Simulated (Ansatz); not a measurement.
**C₂H₃FOSi: a ladder of functionals and wavefunction methods**

An exercise on one series of results from a longer session: the logs are not shown, and one member is left open.

The runs use Ansatz 0.2.0, Gaussian basis; functionals in def2-TZVPP, the program's frozen cores in correlated methods.

The runs, in order: LDA (SPW92), PBE-D4, revPBE-D4, BLYP-D4, r2SCAN-D4, B97M-V, PBE0-D4, B3LYP-D4, r2SCANh-D4, r2SCAN0-D4, HSE06-D4, BHLYP-D4, CAM-B3LYP-D4, LC-ωPBE, ωB97X-V, ωB97M-V, B2PLYP, PBE-QIDH; CCSD(T)/def2-SVP; CCSD(T)/def2-TZVPP; MP2/def2-QZVPP; extrapolation to the limit; RPA on PBE.

## Structure used throughout

All runs share one geometry, relaxed beforehand with PBE0-D4 in a triple-zeta def2 set.

SMILES `C#CO[SiH2]F`, 8 atoms, charge 0, spin multiplicity 1.

Atoms are counted from 1 here; the program's logs count them from 0.

Bond lengths: C1–C2 1.198 Å, C1–H6 1.062 Å, C2–O3 1.294 Å, O3–Si4 1.667 Å, Si4–F5 1.582 Å, Si4–H7 1.474 Å, Si4–H8 1.474 Å. Angles: C2–C1–H6 179.2°, C1–C2–O3 179.3°, C2–O3–Si4 121.6°, O3–Si4–F5 104.0°, O3–Si4–H7 109.5°, O3–Si4–H8 109.5°, F5–Si4–H7 109.6°, F5–Si4–H8 109.6°, H7–Si4–H8 114.1°.

Set-up of the first run:

Input file in.yaml:

```yaml
crystal:
  periodic: [false, false, false]
  atoms:
    - {symbol: C, position_ang: [-0.752930, 1.860751, 1.076777]}
    - {symbol: C, position_ang: [-0.774154, 0.779884, 0.560221]}
    - {symbol: O, position_ang: [-0.811514, -0.388658, 0.005206]}
    - {symbol: Si, position_ang: [0.551309, -1.084683, -0.655726]}
    - {symbol: F, position_ang: [0.042187, -2.477449, -1.206374]}
    - {symbol: H, position_ang: [-0.748769, 2.818002, 1.537744]}
    - {symbol: H, position_ang: [1.552922, -1.308398, 0.402960]}
    - {symbol: H, position_ang: [1.033048, -0.256646, -1.776608]}
basis:
  gaussian: {orbitals: def2-TZVPP}
hamiltonian: {xc: lda}
output: {orbitals: {seedname: orbitals}}
```

Started as:

```bash
$ ansatz run in.yaml --threads 2 --pin off --events-out ev --progress --plain --max-ram 4352MiB
```

Steps of the session up to this table: LDA; PBE-D4 (GGA); revPBE-D4 (GGA); BLYP-D4 (GGA); r2SCAN-D4 (meta-GGA); B97M-V (meta-GGA); B3LYP-D4 (hybrid); r2SCANh-D4 (hybrid); r2SCAN0-D4 (hybrid); HSE06-D4 (hybrid); BHLYP-D4 (hybrid); CAM-B3LYP-D4 (range-separated); LC-ωPBE (range-separated); ωB97X-V (range-separated); ωB97M-V (range-separated); B2PLYP (double hybrid); PBE-QIDH (double hybrid).

One of the session's tables, all rows but one given; the rest of the session is left out.

It belongs to the step «Orbital energies across the functionals». 

```
  functional  HOMO (eV)  gap (eV)
 LDA (SPW92)          ?         ?
      PBE-D4      -6.26      5.26
   revPBE-D4      -6.19      5.32
     BLYP-D4      -6.12      5.23
   r2SCAN-D4      -6.50      5.93
      B97M-V      -6.52      5.72
     PBE0-D4      -7.55      7.45
    B3LYP-D4      -7.31      6.97
  r2SCANh-D4      -6.99      6.71
  r2SCAN0-D4      -7.72      7.88
    HSE06-D4      -7.14      6.67
    BHLYP-D4      -8.71      9.47
CAM-B3LYP-D4      -8.94      9.81
     LC-ωPBE     -10.33     12.46
     ωB97X-V      -9.93     11.90
     ωB97M-V      -9.83     11.48
```

Estimate the missing values for LDA (SPW92).

As computed: HOMO (eV): -6.47; gap (eV): 5.14. In the column «HOMO (eV)» it lies between r2SCAN-D4 (-6.50) and PBE-D4 (-6.26).
